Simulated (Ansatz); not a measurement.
Geometry optimisation, DFT PBE, scalar-relativistic, plane waves, PAW (Ansatz 0.2.0).

Input file:

```yaml
crystal:
  lattice:
    - [6.149001, 0.0, 0.0]
    - [3.0745, 5.325191, 0.0]
    - [0.0, 0.0, 18.648218]
  atoms:
    - { symbol: Si, position: [0.0, 0.0, 0.0536244] }
    - { symbol: C, position: [0.1666667, 0.1666667, 0.087278] }
    - { symbol: Si, position: [0.0, 0.5, 0.0536244] }
    - { symbol: C, position: [0.1666667, 0.6666667, 0.087278] }
    - { symbol: Si, position: [0.5, 1.0, 0.0536244] }
    - { symbol: C, position: [0.6666667, 0.1666667, 0.087278] }
    - { symbol: Si, position: [0.5, 0.5, 0.0536244] }
    - { symbol: C, position: [0.6666667, 0.6666667, 0.087278] }
    - { symbol: Si, position: [0.6666667, 0.6666667, 0.1882388] }
    - { symbol: C, position: [0.8333333, 0.8333333, 0.2218925] }
    - { symbol: Si, position: [0.6666667, 0.1666667, 0.1882388] }
    - { symbol: C, position: [0.8333333, 0.3333333, 0.2218925] }
    - { symbol: Si, position: [0.1666667, 0.6666667, 0.1882388] }
    - { symbol: C, position: [0.3333333, 0.8333333, 0.2218925] }
    - { symbol: Si, position: [0.1666667, 0.1666667, 0.1882388] }
    - { symbol: C, position: [0.3333333, 0.3333333, 0.2218925] }
    - { symbol: Si, position: [0.3333333, 0.3333333, 0.3228533] }
    - { symbol: C, position: [0.5, 0.5, 0.3565069] }
    - { symbol: Si, position: [0.3333333, 0.8333333, 0.3228533] }
    - { symbol: C, position: [0.5, 1.0, 0.3565069] }
    - { symbol: Si, position: [0.8333333, 0.3333333, 0.3228533] }
    - { symbol: C, position: [0.0, 0.5, 0.3565069] }
    - { symbol: Si, position: [0.8333333, 0.8333333, 0.3228533] }
    - { symbol: C, position: [0.0, 1.0, 0.3565069] }
    - { symbol: C, position: [0.00868, 0.4939872, 0.4396247] }
    - { symbol: F, position: [-0.1667968, 0.6559681, 0.4814518] }
    - { symbol: F, position: [0.1841568, 0.3320063, 0.4814518] }
basis:
  ecutwfc: 420.0
kpoints:
  mp_grid: { grid: [4, 4, 1] }
hamiltonian:
  xc: pbe
  pseudopotentials: { kind: paw, azcp: { folder: soft_1 } }
scf:
  occupations: { method: fermi_dirac, width: 0.1 }
  lower_state_search: "off"
relax:
  f_tol: 0.03
  max_steps: 60
  adjacent_minimum: "off"
  constraints: [{ sites: [0, 1, 2, 3, 4, 5, 6, 7] }]
output:
  write_density: true
  write_potential: true
  elf: true
  volumetric_format: npy
```

Command:

```bash
$ ansatz run input.yaml --threads 4 --pin off --max-ram 10240MiB --backend cpu --events-out ev --progress --plain --runs-dir out
```

Where does it end, and by what steps?

The run converged. The force dipped under the threshold on the way, but the program's further checks kept it going. Limits of this set-up: coarse k mesh, thin slab, slab without dipole correction, no dispersion correction for a molecule that may bind weakly, a typed lattice constant that wasn't relaxed here. After 14 steps the energy has fallen by 1.523 eV; F26 moved furthest, 0.51 Å.

| step | energy less start (eV) | largest force component (eV/Å) | accepted |
| --- | --- | --- | --- |
| 0 | 0.0000 | 3.926 | yes |
| 1 | -0.9923 | 2.879 | yes |
| 2 | -1.3965 | 1.581 | yes |
| 3 | -1.4876 | 0.351 | yes |
| 4 | -1.5060 | 0.289 | yes |
| 5 | -1.5203 | 0.115 | yes |
| 6 | -1.5220 | 0.037 | yes |
| 7 | -1.5225 | 0.022 | yes |
| 8 | -1.5221 | 0.174 | no |
| 9 | -1.5228 | 0.020 | yes |
| 10 | -1.5228 | 0.073 | no |
| 11 | -1.5229 | 0.022 | yes |
| 12 | -1.5229 | 0.042 | yes |
| 13 | -1.5230 | 0.033 | yes |
| 14 | -1.5230 | 0.003 | yes |

```xyz
27
Lattice="6.1490 0.0000 0.0000 3.0745 5.3252 0.0000 0.0000 0.0000 18.6482" Properties=species:S:1:pos:R:3
Si 0.000 0.000 1.000
C 1.537 0.888 1.628
Si 1.537 2.663 1.000
C 3.075 3.550 1.628
Si 6.149 5.325 1.000
C 4.612 0.888 1.628
Si 4.612 2.663 1.000
C 6.149 3.550 1.628
Si 6.141 3.555 3.585
C 7.686 4.421 4.167
Si 4.612 0.887 3.579
C 6.163 1.784 4.168
Si 3.081 3.551 3.586
C 4.610 4.439 4.143
Si 1.540 0.881 3.586
C 3.066 1.780 4.166
Si 3.140 1.737 6.138
C 4.614 2.672 6.594
Si 4.602 4.443 6.211
C 6.141 5.319 6.593
Si 6.072 1.738 6.128
C 1.572 2.643 6.779
Si 7.680 4.522 6.128
C 3.072 5.326 6.631
C 1.521 2.669 8.158
F 0.574 3.224 8.867
F 2.403 2.148 8.973
```

Whether the end is a true minimum wasn't checked by a vibrational analysis.

Time of the run: 3.1 min on 4 threads of Arm Neoverse V1, with other jobs on the host, peak memory 1.6 GiB.
